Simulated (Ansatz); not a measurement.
# LiSeO radical: single points off equilibrium

One table from this session's results is given with a row withheld; the runs are named, their logs left out.

Computed with Ansatz 0.2.0, Gaussian basis. Level: single points in def2-TZVPP.

Correlated methods freeze the cores. Filled d shells of the heavier atoms are correlated. The outer core shell of Li, Na, Mg and K is correlated. Orbitals are unrestricted.

### The starting structure

SMILES `[Li][O][Se]`, 3 atoms, charge 0, spin multiplicity 2.

Atoms are counted from 1 here; the program's logs count them from 0.

Bond lengths: Li1–O2 1.474 Å, O2–Se3 1.751 Å. Angles: Li1–O2–Se3 164.2°.

Coordinates:

```xyz
3

Li    0.7031   -1.4299    0.2205
O    -0.0641   -0.1827    0.0557
Se   -0.5631    1.4484   -0.3397
```

The first run:

run/in.yaml reads:

```yaml
crystal:
  periodic: [false, false, false]
  atoms:
    - {symbol: Li, position_ang: [0.703100, -1.429900, 0.220500]}
    - {symbol: O, position_ang: [-0.064100, -0.182700, 0.055700]}
    - {symbol: Se, position_ang: [-0.563100, 1.448400, -0.339700]}
basis:
  gaussian: {orbitals: def2-TZVPP}
magnetization: {spin_polarized: true, initial_magnetization: 1}
correlation: {method: ccsd_t}
scf: {omitted_lower_state_checks: [cluster_reference]}
output: {forces: true}
```

The command line of these runs was not kept.

Among the steps run: CCSD(T)/def2-TZVPP; PBE0-D4/def2-TZVPP; wB97M-V/def2-TZVPP; r2SCAN-D4/def2-TZVPP; PBE-D4/def2-TZVPP; r2SCAN0-D4/def2-TZVPP; SPW92/def2-TZVPP.

One of the session's tables, all rows but one given; the rest of the session is left out.

| method | RMS force component (eV/Å) | angle to CCSD(T) forces (°) | dipole (D) |
| --- | --- | --- | --- |
| CCSD(T) | 1.559 | reference | 6.57 |
| PBE0-D4 | ? | ? | ? |
| wB97M-V | 1.594 | 4.3 | 6.36 |
| r2SCAN-D4 | 1.557 | 0.3 | 6.75 |
| PBE-D4 | 1.420 | 8.1 | 6.52 |
| r2SCAN0-D4 | 1.681 | 8.9 | 6.65 |
| SPW92 | 1.430 | 3.6 | 6.50 |

**Question.** Estimate the row for PBE0-D4.

The run gave: RMS force component (eV/Å): 1.574; angle to CCSD(T) forces (°): 5.5; dipole (D): 6.54. In the column «RMS force component (eV/Å)» it lies between CCSD(T) (1.559) and wB97M-V (1.594).
